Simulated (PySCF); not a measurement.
# C3H8GeS: core binding energies at several levels of theory, part 2 of 3

PySCF 2.14.0. Atoms count from 0.

## Step 5: X-ray photoelectron lines: PBE, X2C

The job: settings as JSON, then the geometry in Å.

```
{"job": {"kind": "xps", "xc": "PBE"}, "charge": 0, "multiplicity": 1}
C      1.544922     0.791318     0.688175
C      1.078832    -0.456185     0.575620
Ge     0.284881    -1.132083    -1.057228
S     -1.890706    -1.461085    -0.740099
C     -2.374653     0.228259    -0.266608
H      1.537942     1.493404    -0.153742
H      1.964620     1.171103     1.626713
H      1.102114    -1.120086     1.448484
H      0.507395    -0.083821    -2.168098
H      0.840165    -2.508514    -1.458123
H     -3.443136     0.192354    -0.013419
H     -2.234680     0.935213    -1.097307
H     -1.813548     0.576860     0.612232
```

Level: delta-SCF UKS PBE, pcX-2 on the ionised atom, pcseg-1 elsewhere, spin-free X2C.

Output:

```text
ground state, core basis on atom 0 (C), 158 functions
  cycle   1  E = -2611.58943213  |g| = 4.76e-01
  cycle   2  E = -2611.49723966  |g| = 7.32e-01
  cycle   3  E = -2611.65339702  |g| = 6.78e-02
  cycle   4  E = -2611.65487395  |g| = 2.83e-02
  cycle   5  E = -2611.65509691  |g| = 1.17e-02
  cycle   6  E = -2611.65513476  |g| = 3.61e-03
  cycle   7  E = -2611.65513615  |g| = 1.71e-03
  cycle   8  E = -2611.65513752  |g| = 2.47e-04
  E(ground) = -2611.65967496 Eh
hole in C 1s of atom 0
  cycle   1  E = -2600.43077537  |g| = 1.52e+00
  cycle   2  E = -2598.04723121  |g| = 2.37e+00
  cycle   3  E = -2600.52450487  |g| = 8.15e-01
  cycle   4  E = -2600.47692373  |g| = 8.48e-01
  cycle   5  E = -2600.97786514  |g| = 1.83e-01
  cycle   6  E = -2600.99425252  |g| = 1.34e-01
  cycle   7  E = -2601.00815952  |g| = 2.80e-02
  cycle   8  E = -2601.00859534  |g| = 9.56e-03
  cycle   9  E = -2601.00865420  |g| = 2.64e-03
  cycle  10  E = -2601.00865975  |g| = 1.09e-03
  cycle  11  E = -2601.00866085  |g| = 3.79e-04
  E(ion) = -2601.01327451 Eh   <S^2> = 0.7741   hole on atom = 1.000   binding energy = 289.703 eV
ground state, core basis on atom 1 (C), 158 functions
  cycle   1  E = -2611.65598981  |g| = 7.40e-02
  cycle   2  E = -2611.65520991  |g| = 5.80e-02
  cycle   3  E = -2611.65474693  |g| = 7.09e-02
  cycle   4  E = -2611.65611213  |g| = 5.09e-03
  cycle   5  E = -2611.65612135  |g| = 6.00e-04
  cycle   6  E = -2611.65611896  |g| = 2.21e-04
  E(ground) = -2611.66063736 Eh
hole in C 1s of atom 1
  cycle   1  E = -2600.43266831  |g| = 1.53e+00
  cycle   2  E = -2597.56868478  |g| = 2.50e+00
  cycle   3  E = -2600.53600400  |g| = 8.02e-01
  cycle   4  E = -2600.43187044  |g| = 8.60e-01
  cycle   5  E = -2600.98459273  |g| = 1.94e-01
  cycle   6  E = -2601.01414860  |g| = 7.77e-02
  cycle   7  E = -2601.01641488  |g| = 3.90e-02
  cycle   8  E = -2601.01734037  |g| = 9.68e-03
  cycle   9  E = -2601.01741187  |g| = 2.35e-03
  cycle  10  E = -2601.01741844  |g| = 8.87e-04
  cycle  11  E = -2601.01741896  |g| = 5.03e-04
  cycle  12  E = -2601.01742038  |g| = 2.13e-04
  E(ion) = -2601.02206406 Eh   <S^2> = 0.7748   hole on atom = 1.000   binding energy = 289.490 eV
ground state, core basis on atom 3 (S), 169 functions
  cycle   1  E = -2611.79122389  |g| = 3.54e-01
  cycle   2  E = -2611.79098406  |g| = 5.90e-02
  cycle   3  E = -2611.78936501  |g| = 9.13e-02
  cycle   4  E = -2611.79136286  |g| = 2.88e-02
  cycle   5  E = -2611.79157809  |g| = 6.59e-03
  cycle   6  E = -2611.79159070  |g| = 1.39e-03
  cycle   7  E = -2611.79159361  |g| = 1.96e-04
  E(ground) = -2611.79605711 Eh
hole in S 1s of atom 3
  cycle   1  E = -2519.71063659  |g| = 5.17e+00
  cycle   2  E = -2517.56480333  |g| = 2.92e+00
  cycle   3  E = -2504.90573958  |g| = 3.61e+00
  cycle   4  E = -2520.89169564  |g| = 2.90e-01
  cycle   5  E = -2520.79163055  |g| = 4.94e-01
  cycle   6  E = -2520.93320456  |g| = 8.42e-02
  cycle   7  E = -2520.93661688  |g| = 4.22e-02
  cycle   8  E = -2520.93756330  |g| = 1.23e-02
  cycle   9  E = -2520.93764970  |g| = 4.04e-03
  cycle  10  E = -2520.93765907  |g| = 9.94e-04
  cycle  11  E = -2520.93766100  |g| = 3.17e-04
  E(ion) = -2520.94204322 Eh   <S^2> = 0.7512   hole on atom = 1.000   binding energy = 2472.264 eV
hole in S 2p of atom 3
  cycle   1  E = -2605.17343143  |g| = 1.53e+00
  cycle   2  E = -2602.89437216  |g| = 2.05e+00
  cycle   3  E = -2602.40747101  |g| = 1.76e+00
  cycle   4  E = -2605.59711262  |g| = 2.04e-01
  cycle   5  E = -2605.59806207  |g| = 1.94e-01
  cycle   6  E = -2605.61759638  |g| = 5.27e-02
  cycle   7  E = -2605.61827449  |g| = 3.90e-02
  cycle   8  E = -2605.61908704  |g| = 1.55e-02
  cycle   9  E = -2605.61921216  |g| = 3.98e-03
  cycle  10  E = -2605.61922449  |g| = 7.06e-04
  cycle  11  E = -2605.61922394  |g| = 2.19e-04
  E(ion) = -2605.62366771 Eh   <S^2> = 0.7513   hole on atom = 1.001   binding energy = 167.959 eV
  2p3/2 = 167.691 eV   2p1/2 = 168.932 eV
ground state, core basis on atom 4 (C), 158 functions
  cycle   1  E = -2611.65445588  |g| = 7.18e-02
  cycle   2  E = -2611.65438814  |g| = 2.06e-02
  cycle   3  E = -2611.65423259  |g| = 3.11e-02
  cycle   4  E = -2611.65450048  |g| = 2.17e-03
  cycle   5  E = -2611.65450065  |g| = 8.82e-04
  cycle   6  E = -2611.65450218  |g| = 2.70e-04
  E(ground) = -2611.65891662 Eh
hole in C 1s of atom 4
  cycle   1  E = -2600.41908402  |g| = 1.52e+00
  cycle   2  E = -2598.45670485  |g| = 2.40e+00
  cycle   3  E = -2600.78759827  |g| = 5.40e-01
  cycle   4  E = -2600.87564259  |g| = 4.06e-01
  cycle   5  E = -2600.97879017  |g| = 1.15e-01
  cycle   6  E = -2600.98416816  |g| = 5.51e-02
  cycle   7  E = -2600.98551852  |g| = 2.47e-02
  cycle   8  E = -2600.98586358  |g| = 5.55e-03
  cycle   9  E = -2600.98588162  |g| = 1.20e-03
  cycle  10  E = -2600.98588054  |g| = 3.40e-04
  E(ion) = -2600.99018533 Eh   <S^2> = 0.7627   hole on atom = 1.000   binding energy = 290.311 eV
```

Wall time 21 s (1 thread of Arm Neoverse V1, shared host); peak memory 0.66 GiB.

Binding energies by hole, beside the orbital energy of the ground state; the difference holds orbital relaxation and, for a density functional, its self-interaction error:

| hole | stands for | environment | ΔSCF (eV; 2p as the shell's mean) | −ε (eV) | ⟨S²⟩ |
| --- | --- | --- | --- | --- | --- |
| C1s on C0 | C0 | terminal =CH2 carbon | 289.70 | 269.5 | 0.774 |
| C1s on C1 | C1 | alkene CH | 289.49 | 269.5 | 0.775 |
| S1s on S3 | S3 | sulfur bonded to C, Ge | 2472.26 | 2402.6 | 0.751 |
| S2p on S3 | S3 | sulfur bonded to C, Ge | 168.10 | 154.4 | 0.751 |
| C1s on C4 | C4 | methyl carbon bonded to S | 290.31 | 269.9 | 0.763 |

With the spin-orbit splitting: S3 2p3/2 167.69, 2p1/2 168.93 eV. The table gives each 2p level as the mean over the whole 2p shell (two parts 2p3/2, one part 2p1/2), which differs a little from the single hole in the log.

## Step 6: X-ray photoelectron lines: HF, X2C

Settings changed since step 5:

```diff
@@ -1,2 +1,2 @@
-{"job": {"kind": "xps", "xc": "PBE"}, "charge": 0, "multiplicity": 1}
+{"job": {"kind": "xps", "xc": "HF"}, "charge": 0, "multiplicity": 1}
 C      1.544922     0.791318     0.688175
```

With the program's defaults for keys left out, this is: delta-SCF UKS HF, pcX-2 on the ionised atom, pcseg-1 elsewhere, spin-free X2C.

Output:

```text
ground state, core basis on atom 0 (C), 158 functions
  cycle   1  E = -2609.01345142  |g| = 3.97e-01
  cycle   2  E = -2609.07123800  |g| = 1.60e-01
  cycle   3  E = -2609.07884890  |g| = 4.87e-02
  cycle   4  E = -2609.07988413  |g| = 8.29e-03
  cycle   5  E = -2609.07991420  |g| = 2.83e-03
  cycle   6  E = -2609.07991883  |g| = 9.21e-04
  cycle   7  E = -2609.07991941  |g| = 3.19e-04
  E(ground) = -2609.07991941 Eh
hole in C 1s of atom 0
  cycle   1  E = -2597.82322185  |g| = 1.49e+00
  cycle   2  E = -2598.14302827  |g| = 8.71e-01
  cycle   3  E = -2598.39545330  |g| = 1.23e-01
  cycle   4  E = -2598.40373493  |g| = 3.91e-02
  cycle   5  E = -2598.40513685  |g| = 2.25e-02
  cycle   6  E = -2598.40656484  |g| = 1.48e-02
  cycle   7  E = -2598.40752392  |g| = 1.12e-02
  cycle   8  E = -2598.40826242  |g| = 7.81e-03
  cycle   9  E = -2598.40879282  |g| = 3.27e-03
  cycle  10  E = -2598.40886304  |g| = 1.00e-03
  cycle  11  E = -2598.40886652  |g| = 4.11e-04
  E(ion) = -2598.40886652 Eh   <S^2> = 0.9267   hole on atom = 1.000   binding energy = 290.374 eV
ground state, core basis on atom 1 (C), 158 functions
  cycle   1  E = -2609.08294577  |g| = 2.76e-02
  cycle   2  E = -2609.08302874  |g| = 5.77e-03
  cycle   3  E = -2609.08303553  |g| = 3.39e-03
  cycle   4  E = -2609.08303833  |g| = 3.25e-04
  E(ground) = -2609.08303833 Eh
hole in C 1s of atom 1
  cycle   1  E = -2597.83716859  |g| = 1.50e+00
  cycle   2  E = -2598.11748974  |g| = 9.35e-01
  cycle   3  E = -2598.41455613  |g| = 1.36e-01
  cycle   4  E = -2598.42369226  |g| = 3.69e-02
  cycle   5  E = -2598.42496628  |g| = 2.19e-02
  cycle   6  E = -2598.42641889  |g| = 1.64e-02
  cycle   7  E = -2598.42791352  |g| = 1.30e-02
  cycle   8  E = -2598.42925329  |g| = 8.86e-03
  cycle   9  E = -2598.42997614  |g| = 3.95e-03
  cycle  10  E = -2598.43005244  |g| = 1.35e-03
  cycle  11  E = -2598.43006027  |g| = 4.31e-04
  E(ion) = -2598.43006027 Eh   <S^2> = 0.9920   hole on atom = 1.000   binding energy = 289.882 eV
ground state, core basis on atom 3 (S), 169 functions
  cycle   1  E = -2609.21608037  |g| = 9.98e-02
  cycle   2  E = -2609.21634057  |g| = 1.10e-02
  cycle   3  E = -2609.21636066  |g| = 4.44e-03
  cycle   4  E = -2609.21636574  |g| = 1.11e-03
  cycle   5  E = -2609.21636637  |g| = 4.27e-04
  E(ground) = -2609.21636637 Eh
hole in S 1s of atom 3
  cycle   1  E = -2516.99070457  |g| = 5.05e+00
  cycle   2  E = -2518.02430792  |g| = 1.16e+00
  cycle   3  E = -2518.17820871  |g| = 1.41e-01
  cycle   4  E = -2518.18448802  |g| = 2.92e-02
  cycle   5  E = -2518.18487969  |g| = 6.12e-03
  cycle   6  E = -2518.18492000  |g| = 2.86e-03
  cycle   7  E = -2518.18493315  |g| = 1.36e-03
  cycle   8  E = -2518.18493803  |g| = 5.93e-04
  cycle   9  E = -2518.18493900  |g| = 3.20e-04
  E(ion) = -2518.18493900 Eh   <S^2> = 0.7541   hole on atom = 1.000   binding energy = 2477.091 eV
hole in S 2p of atom 3
  cycle   1  E = -2602.59817487  |g| = 1.50e+00
  cycle   2  E = -2602.96380899  |g| = 5.71e-01
  cycle   3  E = -2603.03331124  |g| = 3.57e-02
  cycle   4  E = -2603.03415117  |g| = 1.48e-02
  cycle   5  E = -2603.03430891  |g| = 5.19e-03
  cycle   6  E = -2603.03434606  |g| = 2.13e-03
  cycle   7  E = -2603.03435354  |g| = 7.40e-04
  cycle   8  E = -2603.03435476  |g| = 3.60e-04
  E(ion) = -2603.03435476 Eh   <S^2> = 0.7577   hole on atom = 1.001   binding energy = 168.221 eV
  2p3/2 = 167.844 eV   2p1/2 = 169.029 eV
ground state, core basis on atom 4 (C), 158 functions
  cycle   1  E = -2609.07995062  |g| = 2.47e-02
  cycle   2  E = -2609.08002619  |g| = 4.53e-03
  cycle   3  E = -2609.08003289  |g| = 1.86e-03
  cycle   4  E = -2609.08003423  |g| = 5.27e-04
  cycle   5  E = -2609.08003443  |g| = 1.30e-04
  E(ground) = -2609.08003443 Eh
hole in C 1s of atom 4
  cycle   1  E = -2597.81672142  |g| = 1.49e+00
  cycle   2  E = -2598.13991399  |g| = 8.34e-01
  cycle   3  E = -2598.37642089  |g| = 1.17e-01
  cycle   4  E = -2598.38306580  |g| = 2.48e-02
  cycle   5  E = -2598.38388512  |g| = 1.58e-02
  cycle   6  E = -2598.38447153  |g| = 8.43e-03
  cycle   7  E = -2598.38467685  |g| = 3.79e-03
  cycle   8  E = -2598.38471917  |g| = 1.67e-03
  cycle   9  E = -2598.38472602  |g| = 7.81e-04
  cycle  10  E = -2598.38472775  |g| = 4.37e-04
  E(ion) = -2598.38472775 Eh   <S^2> = 0.8007   hole on atom = 1.000   binding energy = 291.034 eV
```

Run time: 31 s. Hardware: 1 thread of Arm Neoverse V1, shared host; peak memory 0.75 GiB.

Binding energies by hole, beside the orbital energy of the ground state; the difference holds orbital relaxation and, for a density functional, its self-interaction error:

| hole | stands for | environment | ΔSCF (eV; 2p as the shell's mean) | −ε (eV) | ⟨S²⟩ |
| --- | --- | --- | --- | --- | --- |
| C1s on C0 | C0 | terminal =CH2 carbon | 290.37 (doubtful) | 306.3 | 0.927 |
| C1s on C1 | C1 | alkene CH | 289.88 (doubtful) | 306.0 | 0.992 |
| S1s on S3 | S3 | sulfur bonded to C, Ge | 2477.09 | 2509.6 | 0.754 |
| S2p on S3 | S3 | sulfur bonded to C, Ge | 168.24 | 180.1 | 0.758 |
| C1s on C4 | C4 | methyl carbon bonded to S | 291.03 | 306.5 | 0.801 |

Doubtful: the ion did not converge, its hole moved, or its ⟨S²⟩ is well above 0.75.

With the spin-orbit splitting: S3 2p3/2 167.84, 2p1/2 169.03 eV. The table gives each 2p level as the mean over the whole 2p shell (two parts 2p3/2, one part 2p1/2), which differs a little from the single hole in the log.

## Step 7: X-ray photoelectron lines: SCAN, X2C

Settings changed since step 6:

```diff
@@ -1,2 +1,2 @@
-{"job": {"kind": "xps", "xc": "HF"}, "charge": 0, "multiplicity": 1}
+{"job": {"kind": "xps", "basis": "pcX-1"}, "charge": 0, "multiplicity": 1}
 C      1.544922     0.791318     0.688175
```

Level: delta-SCF UKS SCAN, pcX-1 on the ionised atom, pcseg-1 elsewhere, spin-free X2C.

Output:

```text
ground state, core basis on atom 0 (C), 137 functions
  cycle   1  E = -2612.14301505  |g| = 4.40e-01
  cycle   2  E = -2612.09789640  |g| = 5.82e-01
  cycle   3  E = -2612.19803496  |g| = 6.00e-02
  cycle   4  E = -2612.19919512  |g| = 2.59e-02
  cycle   5  E = -2612.19935766  |g| = 1.28e-02
  cycle   6  E = -2612.19939985  |g| = 4.13e-03
  cycle   7  E = -2612.19940270  |g| = 1.38e-03
  cycle   8  E = -2612.19940565  |g| = 2.65e-04
  E(ground) = -2612.35210517 Eh
hole in C 1s of atom 0
  cycle   1  E = -2600.93951999  |g| = 1.50e+00
  cycle   2  E = -2599.01707175  |g| = 2.10e+00
  cycle   3  E = -2601.05303010  |g| = 8.09e-01
  cycle   4  E = -2601.43665650  |g| = 4.04e-01
  cycle   5  E = -2601.50505959  |g| = 1.78e-01
  cycle   6  E = -2601.52129570  |g| = 4.12e-02
  cycle   7  E = -2601.52231502  |g| = 1.34e-02
  cycle   8  E = -2601.52244831  |g| = 7.54e-03
  cycle   9  E = -2601.52249448  |g| = 2.73e-03
  cycle  10  E = -2601.52250443  |g| = 1.49e-03
  cycle  11  E = -2601.52250888  |g| = 6.46e-04
  cycle  12  E = -2601.52250900  |g| = 2.59e-04
  E(ion) = -2601.67460130 Eh   <S^2> = 0.7894   hole on atom = 1.000   binding energy = 290.550 eV
ground state, core basis on atom 1 (C), 137 functions
  cycle   1  E = -2612.19846041  |g| = 5.98e-02
  cycle   2  E = -2612.19493905  |g| = 1.27e-01
  cycle   3  E = -2612.19932170  |g| = 7.25e-03
  cycle   4  E = -2612.19933520  |g| = 4.04e-03
  cycle   5  E = -2612.19934027  |g| = 1.16e-03
  cycle   6  E = -2612.19933665  |g| = 3.26e-04
  E(ground) = -2612.35216214 Eh
hole in C 1s of atom 1
  cycle   1  E = -2600.94259009  |g| = 1.51e+00
  cycle   2  E = -2598.50824753  |g| = 2.26e+00
  cycle   3  E = -2601.05044683  |g| = 8.11e-01
  cycle   4  E = -2601.46237463  |g| = 3.65e-01
  cycle   5  E = -2601.51047563  |g| = 2.00e-01
  cycle   6  E = -2601.53015917  |g| = 4.10e-02
  cycle   7  E = -2601.53114492  |g| = 1.49e-02
  cycle   8  E = -2601.53133599  |g| = 6.77e-03
  cycle   9  E = -2601.53139686  |g| = 3.53e-03
  cycle  10  E = -2601.53142374  |g| = 2.28e-03
  cycle  11  E = -2601.53144416  |g| = 1.40e-03
  cycle  12  E = -2601.53145203  |g| = 1.02e-03
  cycle  13  E = -2601.53145534  |g| = 5.14e-04
  cycle  14  E = -2601.53145528  |g| = 2.12e-04
  E(ion) = -2601.68336300 Eh   <S^2> = 0.8092   hole on atom = 1.000   binding energy = 290.313 eV
ground state, core basis on atom 3 (S), 149 functions
  cycle   1  E = -2612.34302333  |g| = 2.64e-01
  cycle   2  E = -2612.34164960  |g| = 8.35e-02
  cycle   3  E = -2612.33777783  |g| = 1.43e-01
  cycle   4  E = -2612.34364073  |g| = 1.25e-02
  cycle   5  E = -2612.34367996  |g| = 6.88e-03
  cycle   6  E = -2612.34369407  |g| = 4.90e-04
  E(ground) = -2612.48052267 Eh
hole in S 1s of atom 3
  cycle   1  E = -2520.12186048  |g| = 5.08e+00
  cycle   2  E = -2519.12139613  |g| = 2.49e+00
  cycle   3  E = -2512.15803873  |g| = 2.99e+00
  cycle   4  E = -2521.33139474  |g| = 1.93e-01
  cycle   5  E = -2521.32955855  |g| = 1.78e-01
  cycle   6  E = -2521.34701493  |g| = 3.93e-02
  cycle   7  E = -2521.34755870  |g| = 2.21e-02
  cycle   8  E = -2521.34777763  |g| = 9.46e-03
  cycle   9  E = -2521.34782563  |g| = 3.73e-03
  cycle  10  E = -2521.34783121  |g| = 5.51e-04
  cycle  11  E = -2521.34783343  |g| = 3.10e-04
  E(ion) = -2521.47717728 Eh   <S^2> = 0.7515   hole on atom = 1.000   binding energy = 2476.327 eV
hole in S 2p of atom 3
  cycle   1  E = -2605.67911504  |g| = 1.52e+00
  cycle   2  E = -2605.36034691  |g| = 1.40e+00
  cycle   3  E = -2606.01323777  |g| = 4.21e-01
  cycle   4  E = -2606.11586037  |g| = 1.56e-01
  cycle   5  E = -2606.12528177  |g| = 9.32e-02
  cycle   6  E = -2606.12975866  |g| = 3.76e-02
  cycle   7  E = -2606.13050477  |g| = 8.40e-03
  cycle   8  E = -2606.13054443  |g| = 2.37e-03
  cycle   9  E = -2606.13054944  |g| = 1.12e-03
  cycle  10  E = -2606.13054790  |g| = 4.24e-04
  E(ion) = -2606.27405804 Eh   <S^2> = 0.7529   hole on atom = 1.001   binding energy = 168.887 eV
  2p3/2 = 168.678 eV   2p1/2 = 169.927 eV
ground state, core basis on atom 4 (C), 137 functions
  cycle   1  E = -2612.19827523  |g| = 4.90e-02
  cycle   2  E = -2612.19731057  |g| = 7.43e-02
  cycle   3  E = -2612.19884896  |g| = 6.09e-03
  cycle   4  E = -2612.19885965  |g| = 2.87e-03
  cycle   5  E = -2612.19886123  |g| = 7.51e-04
  cycle   6  E = -2612.19886222  |g| = 1.95e-04
  E(ground) = -2612.35093781 Eh
hole in C 1s of atom 4
  cycle   1  E = -2600.92704911  |g| = 1.50e+00
  cycle   2  E = -2599.78817867  |g| = 2.00e+00
  cycle   3  E = -2601.39383648  |g| = 4.27e-01
  cycle   4  E = -2601.46475365  |g| = 2.20e-01
  cycle   5  E = -2601.49390467  |g| = 8.12e-02
  cycle   6  E = -2601.49703693  |g| = 3.04e-02
  cycle   7  E = -2601.49752313  |g| = 1.05e-02
  cycle   8  E = -2601.49759383  |g| = 3.75e-03
  cycle   9  E = -2601.49761028  |g| = 1.37e-03
  cycle  10  E = -2601.49761231  |g| = 8.73e-04
  cycle  11  E = -2601.49761166  |g| = 2.44e-04
  E(ion) = -2601.65041101 Eh   <S^2> = 0.7733   hole on atom = 1.000   binding energy = 291.176 eV
```

Run time: 29 s. Hardware: 1 thread of Arm Neoverse V1, shared host; peak memory 0.45 GiB.

Binding energies by hole, beside the orbital energy of the ground state; the difference holds orbital relaxation and, for a density functional, its self-interaction error:

| hole | stands for | environment | ΔSCF (eV; 2p as the shell's mean) | −ε (eV) | ⟨S²⟩ |
| --- | --- | --- | --- | --- | --- |
| C1s on C0 | C0 | terminal =CH2 carbon | 290.55 | 274.0 | 0.789 |
| C1s on C1 | C1 | alkene CH | 290.31 | 273.9 | 0.809 |
| S1s on S3 | S3 | sulfur bonded to C, Ge | 2476.33 | 2414.5 | 0.752 |
| S2p on S3 | S3 | sulfur bonded to C, Ge | 169.09 | 157.7 | 0.753 |
| C1s on C4 | C4 | methyl carbon bonded to S | 291.18 | 274.3 | 0.773 |

With the spin-orbit splitting: S3 2p3/2 168.68, 2p1/2 169.93 eV. The table gives each 2p level as the mean over the whole 2p shell (two parts 2p3/2, one part 2p1/2), which differs a little from the single hole in the log.

(Continued in part 3 of 3.)
